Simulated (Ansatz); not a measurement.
# GeH4O2: the cost of one run

Program: Ansatz 0.2.0. Level of theory: RKS PBE-D4/def2-SVP. These are calculated values, not measurements.

### 1 The structure to begin with

Bond lengths: Ge1–H2 1.550 Å, Ge1–O3 1.770 Å, O3–H4 1.010 Å, Ge1–O5 1.769 Å, O5–H6 1.010 Å, Ge1–H7 1.549 Å. Angles: H2–Ge1–O3 109.4°, H2–Ge1–O5 109.5°, H2–Ge1–H7 109.5°, O3–Ge1–O5 109.5°, O3–Ge1–H7 109.5°, O5–Ge1–H7 109.5°, Ge1–O3–H4 109.5°, Ge1–O5–H6 109.5°.

As a file:

```xyz
7

Ge    0.0000    0.0000    0.0000
H     0.0000    0.0000    1.5500
O     1.6691    0.0000   -0.5894
H     1.9855   -0.9521   -0.7061
O    -0.8337    1.4443   -0.5894
H    -1.7915    1.2136   -0.8118
H    -0.7300   -1.2648   -0.5162
```

### 2 Preparing the start

input.yaml

```yaml
crystal:
  periodic: [false, false, false]
  atoms:
    - { symbol: Ge, position_ang: [0.0, 0.0, 0.0] }
    - { symbol: H, position_ang: [0.0, 0.0, 1.55] }
    - { symbol: O, position_ang: [1.6691, 0.0, -0.5894] }
    - { symbol: H, position_ang: [1.9855, -0.9521, -0.7061] }
    - { symbol: O, position_ang: [-0.8337, 1.4443, -0.5894] }
    - { symbol: H, position_ang: [-1.7915, 1.2136, -0.8118] }
    - { symbol: H, position_ang: [-0.73, -1.2648, -0.5162] }
basis:
  gaussian: { orbitals: def2-SVP }
hamiltonian:
  xc: pbe
  dispersion: d4
relax:
  f_tol: 0.02
  max_steps: 40
```

Started as:

```bash
$ ansatz run input.yaml --threads 1 --pin off --max-ram 2048MiB --backend cpu --events-out ev --progress --plain --runs-dir out
```

What time and memory should one allow on 1 thread of Arm Neoverse V2, shared host?

About 14 s, with a peak of 0.14 GiB.
